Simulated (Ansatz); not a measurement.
**Al (Al (111), 3 layers): a single-point run**

The task is a single-point run on Al (Al (111), 3 layers). The structure is shown as the input types it.

Program: Ansatz 0.2.0. Level of theory: DFT, PBE, all-electron LAPW, scalar-relativistic (as first typed). These are calculated values, not measurements.

### 1 The system as given

The structure is trigonal, space group P-3m1 (No. 164). Conventional cell: a = 2.286 Å, b = 2.286 Å, c = 16.533 Å, α = 90.00°, β = 90.00°, γ = 120.00°. Al (site symmetry 3m) is surrounded by 9 Al at 2.29 Å. Al (site symmetry -3m) has 12 Al at 2.29 Å as nearest neighbours.

Structure file:

```xyz
3
Lattice="2.2860 0.0000 0.0000 -1.1430 1.9797 0.0000 0.0000 0.0000 16.5330" Properties=species:S:1:pos:R:3 pbc="T T T"
Al    0.0000    0.6599    6.4000
Al    0.0000    1.9797    8.2665
Al    1.1430    1.3198   10.1330
```

### 2 The run

Input file input.yaml:

```yaml
crystal:
  lattice:
    - [2.28598829, 0.0, 0.0]
    - [-1.14299415, 1.97972394, 0.0]
    - [0.0, 0.0, 16.53304]
  atoms:
    - { symbol: Al, position: [0.1666666665, 0.3333333335, 0.3871047536] }
    - { symbol: Al, position: [0.5000000005, 0.9999999995, 0.4999999997] }
    - { symbol: Al, position: [0.8333333335, 0.6666666665, 0.6128952464] }
kpoints:
  mp_grid: { grid: [16, 16, 1] }
scf:
  occupations: { method: fermi_dirac, width: 0.08 }
  max_iter: 50
hamiltonian:
  xc: pbe
  pseudopotentials: { kind: all_electron, lapw: { basis_error: 0.001 } }
output:
  forces: true
  stress: true
  eigenvalues: true
  populations: true
efield:
  axis: 3
  amplitude: 0
  dipole_correction: true
```

Started as:

```
$ ansatz run input.yaml --threads 1 --pin off --max-ram 3584MiB --backend cpu --events-out ev --progress --plain --runs-dir out
```

Q: Will this input give a usable result? If not, why, and what should change?

This run ends as converged, with warnings (vacuum density over bound). It gives a largest force of 5.9 eV/Å, which is large; a structure far from rest gives such values too, whatever the setting.

The structure is squeezed far below its natural size. The shortest distance in the input is 2.29 Å, between atoms 1 (Al) and 2 (Al).

Fix: use the intended lattice or bond lengths.
